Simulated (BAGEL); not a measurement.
# CH4AlClF− (SMILES [F][AlH2-][CH2]Cl): levels of theory compared

Wanted: a comparison of 3 runs (HF/STO-3G, HF/6-31G*, HF/cc-pVDZ) of CH4AlClF−. 

The results are computed with BAGEL 1.2.2.

1 further run of the same task is left out (it didn't finish).

### Step 1. Starting point

The species is CH4AlClF− (8 atoms), meant as a singlet with charge -1. As SMILES, `[F][AlH2-][CH2]Cl`. The C3–Cl4 distance was set to 2.334 Å, away from the relaxed value.

Bond lengths: F1–Al2 1.692 Å, Al2–C3 2.071 Å, Al2–H5 1.588 Å, Al2–H6 1.588 Å, C3–H7 1.098 Å, C3–H8 1.097 Å. Angles: F1–Al2–C3 109.0°, F1–Al2–H5 109.7°, F1–Al2–H6 109.9°, C3–Al2–H5 107.1°, C3–Al2–H6 106.7°, Al2–C3–H7 123.0°, Al2–C3–H8 123.5°, H5–Al2–H6 114.3°, H7–C3–H8 106.3°. A long bond or contact: C3–Cl4 2.334 Å.

### Step 2. A single-point energy at HF/STO-3G (density fitting with qzvpp-jkfit) (run 1)

Input file input.json:

```json
{ "bagel" : [

{
  "title" : "molecule",
  "basis" : "sto-3g",
  "df_basis" : "qzvpp-jkfit",
  "angstrom" : true,
  "geometry" : [
    { "atom" : "F", "xyz" : [      -2.465889,       1.087616,       0.565381 ] },
    { "atom" : "Al", "xyz" : [      -0.864029,       0.837336,       0.081131 ] },
    { "atom" : "C", "xyz" : [      -0.350699,      -1.135684,       0.447261 ] },
    { "atom" : "Cl", "xyz" : [       1.769130,      -0.735300,      -0.444090 ] },
    { "atom" : "H", "xyz" : [      -0.736459,       1.070236,      -1.484729 ] },
    { "atom" : "H", "xyz" : [       0.112181,       1.733696,       0.956691 ] },
    { "atom" : "H", "xyz" : [      -0.152119,      -1.524144,       1.455261 ] },
    { "atom" : "H", "xyz" : [      -0.736369,      -1.980524,      -0.137069 ] }
  ]
},

{ "title" : "hf", "charge" : -1 },

{ "title" : "print", "file" : "orbitals.molden", "orbitals" : true }

]}
```

The run is started by

```
$ BAGEL_NUM_THREADS=1 BAGEL input.json > input.out
```

The program printed:

```text
* using 1 threads per process

  ===============================================================
  ===============================================================

  *** Geometry ***

  { "atom" : "F", "xyz" : [     -4.659855,      2.055296,      1.068415 ] },
  { "atom" : "Al", "xyz" : [     -1.632778,      1.582336,      0.153315 ] },
  { "atom" : "C", "xyz" : [     -0.662725,     -2.146132,      0.845201 ] },
  { "atom" : "Cl", "xyz" : [      3.343171,     -1.389516,     -0.839208 ] },
  { "atom" : "H", "xyz" : [     -1.391706,      2.022453,     -2.805731 ] },
  { "atom" : "H", "xyz" : [      0.211991,      3.276211,      1.807884 ] },
  { "atom" : "H", "xyz" : [     -0.287463,     -2.880215,      2.750045 ] },
  { "atom" : "H", "xyz" : [     -1.391536,     -3.742648,     -0.259023 ] },

  Number of auxiliary basis functions:      480

  Since a DF basis is specified, we compute 2- and 3-index integrals:
    o Being stored without compression. Storage requirement is 0.004 GB

  Number of basis functions:       32
  Number of electrons      :       49

    * METHOD: MOLECULE                             0.14

  *** RHF ***

  === Nuclear Repulsion ===
   184.3209221100

      * DIIS with orbital gradients will be used.

  === RHF iteration (sto-3g) ===
      0       -831.14227869          0.01467938           0.02
      1       -831.24431722          0.00472478           0.02
      2       -831.25216968          0.00121787           0.02
      3       -831.25315766          0.00040287           0.02
      4       -831.25328092          0.00019887           0.02
      5       -831.25332098          0.00004320           0.02
      6       -831.25332265          0.00001102           0.02
      7       -831.25332275          0.00000132           0.02
      8       -831.25332275          0.00000042           0.02
      9       -831.25332275          0.00000017           0.02
     10       -831.25332275          0.00000006           0.02
     11       -831.25332275          0.00000001           0.02
     12       -831.25332275          0.00000000           0.02
    * SCF iteration converged.

    * Permanent dipole moment:
           (    0.710978,     1.191483,    -0.592727) a.u.

    * METHOD: HF                                   0.32

    * METHOD: PRINT                                0.00

  ===============================================================
```

Run time: 0.62 s. Hardware: 1 thread of Arm Neoverse V2, shared host.

### Step 3. The energy at HF/6-31G(d) (density fitting with qzvpp-jkfit, spherical functions) (run 2)

Input file job.json:

```json
{ "bagel": [

{
  "title": "molecule",
  "basis": "6-31gs.json",
  "df_basis": "qzvpp-jkfit",
  "angstrom": true,
  "geometry": [
    { "atom": "F", "xyz": [      -2.465889,       1.087616,       0.565381 ] },
    { "atom": "Al", "xyz": [      -0.864029,       0.837336,       0.081131 ] },
    { "atom": "C", "xyz": [      -0.350699,      -1.135684,       0.447261 ] },
    { "atom": "Cl", "xyz": [       1.769130,      -0.735300,      -0.444090 ] },
    { "atom": "H", "xyz": [      -0.736459,       1.070236,      -1.484729 ] },
    { "atom": "H", "xyz": [       0.112181,       1.733696,       0.956691 ] },
    { "atom": "H", "xyz": [      -0.152119,      -1.524144,       1.455261 ] },
    { "atom": "H", "xyz": [      -0.736369,      -1.980524,      -0.137069 ] }
  ]
},

{
  "title": "hf",
  "charge": -1
},

{
  "title": "print",
  "file": "orbitals.molden",
  "orbitals": true
}

]}
```

The basis set 6-31G* is read from a file made from the Basis Set Exchange's data (not shown).

The run is started by

```
$ BAGEL_NUM_THREADS=1 BAGEL job.json > job.out
```

The program printed:

```text
* using 1 threads per process

  ===============================================================
  ===============================================================

  *** Geometry ***

  { "atom" : "F", "xyz" : [     -4.659855,      2.055296,      1.068415 ] },
  { "atom" : "Al", "xyz" : [     -1.632778,      1.582336,      0.153315 ] },
  { "atom" : "C", "xyz" : [     -0.662725,     -2.146132,      0.845201 ] },
  { "atom" : "Cl", "xyz" : [      3.343171,     -1.389516,     -0.839208 ] },
  { "atom" : "H", "xyz" : [     -1.391706,      2.022453,     -2.805731 ] },
  { "atom" : "H", "xyz" : [      0.211991,      3.276211,      1.807884 ] },
  { "atom" : "H", "xyz" : [     -0.287463,     -2.880215,      2.750045 ] },
  { "atom" : "H", "xyz" : [     -1.391536,     -3.742648,     -0.259023 ] },

  Number of auxiliary basis functions:      480

  Since a DF basis is specified, we compute 2- and 3-index integrals:
    o Being stored without compression. Storage requirement is 0.020 GB

  Number of basis functions:       72
  Number of electrons      :       49

    * METHOD: MOLECULE                             0.19

  *** RHF ***

  === Nuclear Repulsion ===
   184.3209221100

      * DIIS with orbital gradients will be used.

  === RHF iteration (6-31gs.json) ===
      0       -840.91304108          0.01862737           0.05
      1       -841.03409436          0.01127870           0.05
      2       -841.08497543          0.00127493           0.05
      3       -841.08605753          0.00025125           0.05
      4       -841.08611821          0.00007462           0.05
      5       -841.08612532          0.00003031           0.05
      6       -841.08612683          0.00001367           0.05
      7       -841.08612713          0.00000531           0.05
      8       -841.08612717          0.00000221           0.05
      9       -841.08612718          0.00000072           0.05
     10       -841.08612718          0.00000025           0.05
     11       -841.08612718          0.00000007           0.05
     12       -841.08612718          0.00000003           0.05
     13       -841.08612718          0.00000002           0.05
     14       -841.08612718          0.00000001           0.05
    * SCF iteration converged.

    * Permanent dipole moment:
           (    0.507986,     1.480715,    -0.601624) a.u.

    * METHOD: HF                                   0.85

    * METHOD: PRINT                                0.01

  ===============================================================
```

Wall time 1.2 s (1 thread of Arm Neoverse V2, shared host); peak memory 0.1 GiB.

### Step 4. The energy at HF/cc-pVDZ (density fitting with qzvpp-jkfit) (run 3)

Input file job.json:

```json
{ "bagel" : [

{
  "title" : "molecule",
  "basis" : "cc-pvdz.json",
  "df_basis" : "qzvpp-jkfit",
  "angstrom" : true,
  "geometry" : [
    { "atom" : "F", "xyz" : [   -2.465889,    1.087616,    0.565381 ] },
    { "atom" : "Al", "xyz" : [   -0.864029,    0.837336,    0.081131 ] },
    { "atom" : "C", "xyz" : [   -0.350699,   -1.135684,    0.447261 ] },
    { "atom" : "Cl", "xyz" : [    1.769130,   -0.735300,   -0.444090 ] },
    { "atom" : "H", "xyz" : [   -0.736459,    1.070236,   -1.484729 ] },
    { "atom" : "H", "xyz" : [    0.112181,    1.733696,    0.956691 ] },
    { "atom" : "H", "xyz" : [   -0.152119,   -1.524144,    1.455261 ] },
    { "atom" : "H", "xyz" : [   -0.736369,   -1.980524,   -0.137069 ] }
  ]
},
{
  "title" : "hf",
  "charge" : -1
},
{
  "title" : "print",
  "file" : "orbitals.molden",
  "orbitals" : true
}

]}
```

The basis set cc-pVDZ is read from a file made from the Basis Set Exchange's data (not shown).

The run is started by

```
$ BAGEL_NUM_THREADS=1 BAGEL job.json > job.out
```

The program printed:

```text
* using 1 threads per process

  ===============================================================
  ===============================================================

  *** Geometry ***

  { "atom" : "F", "xyz" : [     -4.659855,      2.055296,      1.068415 ] },
  { "atom" : "Al", "xyz" : [     -1.632778,      1.582336,      0.153315 ] },
  { "atom" : "C", "xyz" : [     -0.662725,     -2.146132,      0.845201 ] },
  { "atom" : "Cl", "xyz" : [      3.343171,     -1.389516,     -0.839208 ] },
  { "atom" : "H", "xyz" : [     -1.391706,      2.022453,     -2.805731 ] },
  { "atom" : "H", "xyz" : [      0.211991,      3.276211,      1.807884 ] },
  { "atom" : "H", "xyz" : [     -0.287463,     -2.880215,      2.750045 ] },
  { "atom" : "H", "xyz" : [     -1.391536,     -3.742648,     -0.259023 ] },

  Number of auxiliary basis functions:      480

  Since a DF basis is specified, we compute 2- and 3-index integrals:
    o Being stored without compression. Storage requirement is 0.027 GB

  Number of basis functions:       84
  Number of electrons      :       49

    * METHOD: MOLECULE                             0.19

  *** RHF ***

  === Nuclear Repulsion ===
   184.3209221100

      * DIIS with orbital gradients will be used.

  === RHF iteration (cc-pvdz.json) ===
      0       -840.95056747          0.01281291           0.06
      1       -841.07680100          0.00770690           0.06
      2       -841.13041015          0.00119313           0.06
      3       -841.13179431          0.00026500           0.06
      4       -841.13187387          0.00006728           0.06
      5       -841.13188054          0.00002625           0.06
      6       -841.13188195          0.00001076           0.06
      7       -841.13188220          0.00000462           0.06
      8       -841.13188225          0.00000188           0.06
      9       -841.13188225          0.00000078           0.06
     10       -841.13188226          0.00000027           0.06
     11       -841.13188226          0.00000009           0.06
     12       -841.13188226          0.00000004           0.06
     13       -841.13188226          0.00000001           0.06
     14       -841.13188226          0.00000001           0.06
    * SCF iteration converged.

    * Permanent dipole moment:
           (    0.339295,     1.508500,    -0.548474) a.u.

    * METHOD: HF                                   1.01

    * METHOD: PRINT                                0.01

  ===============================================================
```

Wall time 1.4 s (1 thread of Arm Neoverse V2, shared host); peak memory 0.12 GiB.

### Step 5. The series

| run | level | energy (Eh) | HOMO energy (eV) | LUMO energy (eV) | HOMO–LUMO gap (eV) | wall time |
| --- | --- | --- | --- | --- | --- | --- |
| 1 | HF/STO-3G (density fitting with qzvpp-jkfit) | -831.253323 | -2.23 | 10.81 | 13.04 | 0.62 s |
| 2 | HF/6-31G* (density fitting with qzvpp-jkfit, spherical functions) | -841.086127 | -5.68 | 6.23 | 11.91 | 1.2 s |
| 3 | HF/cc-pVDZ (density fitting with qzvpp-jkfit) | -841.131882 | -5.73 | 6.17 | 11.90 | 1.4 s |

### Step 6. What came out

| quantity | value |
| --- | --- |
| run 3: total energy | -841.13188 Eh |
| run 3: HOMO energy | -5.73 eV |
| run 3: LUMO energy | 6.17 eV |
| run 3: HOMO–LUMO gap (to an unbound level, set by the basis) | 11.90 eV |

The HOMO–LUMO gap runs from 11.90 eV (HF/cc-pVDZ) to 13.04 eV (HF/STO-3G). The empty levels of an anion lie above zero and hang on the basis. In run 1 the basis is minimal, so the values are rough. All runs together took 3.2 s, the longest 1.4 s.
